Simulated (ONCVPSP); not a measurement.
# Pseudopotential generation for As: ONCV, PBEsol

Task: generate the file, and judge it by its errors in other configurations, its logarithmic derivatives, its ghosts and its cutoff.

The numbers are computed with ONCVPSP 4.0.1 (PBEsol, scalar-relativistic, spin-unpolarised reference atom).

## (1) Settings

The settings as typed:

- element: arsenic (As, Z = 33)
- type: optimised norm-conserving Vanderbilt (ONCV)
- frozen core: [Ar] 3d10
- valence charge: 5
- reference configuration: 4s2 4p3
- partial waves: 4s: rc 1.65 bohr, ncon 4, nbas 7, qcut 3.4 1/bohr, 2 projectors, debl 1.3 Ha; 4p: rc 1.80 bohr, ncon 3, nbas 6, qcut 4 1/bohr, 3 projectors, debl 2.3 Ha; d scattering state at 0.35 Ha: rc 1.50 bohr, ncon 3, nbas 8, qcut 6.4 1/bohr, 2 projectors, debl 1.7 Ha
- local potential: polynomial inside 1.05 bohr (lpopt 3, dvloc0 3 Ha)
- core correction: not asked for

The outer shells as boxes (Hund's rule for the drawing; the calculation is spin-unpolarised):

```
[Ar] core
3d [↑↓][↑↓][↑↓][↑↓][↑↓]
4s [↑↓]
4p [↑ ][↑ ][↑ ]
```

The nodes and maxima of the atom's own shells, from an earlier all-electron run, set the scale for the radii.

All-electron outer shells of the reference configuration (PBEsol, scalar-relativistic, ld1.x):

```
shell  level (eV)  outermost node (bohr)  outermost maximum (bohr)
   3p     -133.47                   0.22                      0.52
   3d      -40.64                      –                      0.47
   4s      -14.50                   0.73                      1.61
   4p       -5.20                   0.78                      1.97
```

## (2) Generating the potential

Contents of As.dat:

```
# ATOM AND REFERENCE CONFIGURATION
# atsym  z   nc   nv     iexc    psfile
  As 33.00    6    2  -116133      upf
#
#   n    l    f
    1    0    2.00
    2    0    2.00
    2    1    6.00
    3    0    2.00
    3    1    6.00
    3    2   10.00
    4    0    2.00
    4    1    3.00
#
# PSEUDOPOTENTIAL AND OPTIMIZATION
# lmax
    2
#
#   l,   rc,      ep,       ncon, nbas, qcut
    0    1.65    0.00    4    7    3.40
    1    1.80    0.00    3    6    4.00
    2    1.50    0.35    3    8    6.40
#
# LOCAL POTENTIAL
# lloc, lpopt,  rc(5),   dvloc0
    4    3    1.05    3.00
#
# VANDERBILT-KLEINMAN-BYLANDER PROJECTORs
# l, nproj, debl
    0    2    1.30
    1    3    2.30
    2    2    1.70
#
# MODEL CORE CHARGE
# icmod, fcfact, rcfact
    0    0.00    0.00
#
# LOG DERIVATIVE ANALYSIS
# epsh1, epsh2, depsh
   -2.00    5.00    0.02
#
# OUTPUT GRID
# rlmax, drl
    6.00    0.01
#
# TEST CONFIGURATIONS
# ncnf
    4
# nvcnf
#   n    l    f
    2
    4    0    2.00
    4    1    2.00
#
    2
    4    0    2.00
    4    1    1.00
#
    2
    4    0    2.00
    4    1    0.00
#
    2
    4    0    1.00
    4    1    4.00
#
```

The run is started by

```console
$ oncvpsp.x < As.dat > As.out
```

Before running it: what results should come out? Wanted: cutoffs for 1 and 0.1 mHa per electron, occupied waves; bound ghosts; GHOST(+) flags; largest test error; largest phase difference near zero energy, channels read.

**Answer**, as computed:

```
                                                quantity                 value
  cutoffs for 1 and 0.1 mHa per electron, occupied waves       33 Ha and 43 Ha
                                            bound ghosts        d at -21.14 eV
                                          GHOST(+) flags           s at 119 eV
                            largest test error (AE − PS)  -70 meV, for 4s2 4p0
largest phase difference near zero energy, channels read             0.034 rad
```

**Reading.** It has a bound ghost (d), a state that the atom doesn't have, and that rules the file out. By total energies transferability is fair: the largest error is 70 meV on 54.8 eV, for 4s2 4p0. That test lies far up in energy; among those under 40 eV, nearer to bonding, the largest error is 27 meV. It counts as of middling hardness, with 33 Ha needed at the looser tolerance. At the looser tolerance the 4s wave is the slowest; 4p needs 7 Ha. That counts occupied waves only; other projectors can need more. Near zero energy the largest phase difference among the channels read is 0.03 rad, in the d channel. The program also flags highly localised states, GHOST(+) (s). These are tests on the free atom; a crystal test is still owed.
